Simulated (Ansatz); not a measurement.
# H12Si5: the cost of one run

Computed with Ansatz 0.2.0 (DFT B3LYP, Gaussian basis def2-TZVP, unless a step's input says otherwise).

### Step 1. The starting structure

Bond lengths (14 of 16 bonds, heavy atoms first): Si1–Si2 2.230 Å, Si2–Si3 2.230 Å, Si2–Si4 2.230 Å, Si2–Si5 2.230 Å, Si1–H6 1.470 Å, Si1–H7 1.470 Å, Si1–H8 1.470 Å, Si3–H9 1.470 Å, Si3–H10 1.470 Å, Si3–H11 1.470 Å, Si4–H12 1.470 Å, Si4–H13 1.470 Å, Si4–H14 1.470 Å, Si5–H15 1.470 Å. Angles (14 of 30 angles, heavy atoms first): Si1–Si2–Si3 109.5°, Si1–Si2–Si4 109.5°, Si1–Si2–Si5 109.5°, Si3–Si2–Si4 109.5°, Si3–Si2–Si5 109.5°, Si4–Si2–Si5 109.5°, Si2–Si1–H6 109.2°, Si2–Si1–H7 109.2°, Si2–Si1–H8 109.2°, Si2–Si3–H9 109.2°, Si2–Si3–H10 109.2°, Si2–Si3–H11 109.2°, Si2–Si4–H12 109.2°, Si2–Si4–H13 109.2°.

As a file:

```xyz
17

Si   -2.0627    1.1288   -2.6556
Si   -1.7960   -0.0219   -0.7641
Si    0.3216    0.1441   -0.0853
Si   -2.2963   -2.1654   -1.1213
Si   -3.1468    0.8051    0.8057
H    -1.7315    2.5406   -2.4139
H    -1.1699    0.5791   -3.6863
H    -3.4601    1.0156   -3.0979
H     0.4911   -0.6162    1.1615
H     0.6453    1.5590    0.1484
H     1.2069   -0.4025   -1.1240
H    -2.1186   -2.9186    0.1288
H    -1.4028   -2.7048   -2.1567
H    -3.6930   -2.2684   -1.5684
H    -4.5409    0.6929    0.3526
H    -2.9665    0.0427    2.0497
H    -2.8122    2.2179    1.0366
```

### Step 2. Relaxing the atoms: H12Si5

input.yaml

```yaml
crystal:
  periodic: [false, false, false]
  atoms:
    - { symbol: Si, position_ang: [-2.062653, 1.128762, -2.655578] }
    - { symbol: Si, position_ang: [-1.796012, -0.021877, -0.764132] }
    - { symbol: Si, position_ang: [0.321611, 0.144109, -0.085343] }
    - { symbol: Si, position_ang: [-2.29625, -2.165433, -1.121286] }
    - { symbol: Si, position_ang: [-3.146759, 0.805056, 0.805676] }
    - { symbol: H, position_ang: [-1.731501, 2.540603, -2.413866] }
    - { symbol: H, position_ang: [-1.169908, 0.579144, -3.686263] }
    - { symbol: H, position_ang: [-3.460123, 1.015582, -3.097909] }
    - { symbol: H, position_ang: [0.491088, -0.61619, 1.161495] }
    - { symbol: H, position_ang: [0.645339, 1.559015, 0.148374] }
    - { symbol: H, position_ang: [1.206942, -0.402451, -1.12402] }
    - { symbol: H, position_ang: [-2.118628, -2.918553, 0.128771] }
    - { symbol: H, position_ang: [-1.402775, -2.704803, -2.156741] }
    - { symbol: H, position_ang: [-3.692991, -2.268369, -1.568391] }
    - { symbol: H, position_ang: [-4.540856, 0.692874, 0.352583] }
    - { symbol: H, position_ang: [-2.966489, 0.042703, 2.049744] }
    - { symbol: H, position_ang: [-2.812247, 2.217908, 1.036624] }
basis:
  gaussian: { orbitals: def2-TZVP }
hamiltonian:
  xc: b3lyp
relax:
  f_tol: 0.004
  max_steps: 200
output:
  orbitals: {}
```

The run is started by

```sh
$ ansatz run input.yaml --threads 4 --pin off --max-ram 10240MiB --backend cpu --events-out ev --progress --plain --runs-dir out
```

**Question.** How long does this run take on 4 threads of Intel Xeon Platinum 8259CL at 2.50GHz (Skylake/Cascade Lake), shared host, and how much memory does it need?

About 48 s, with a peak of 1 GiB.
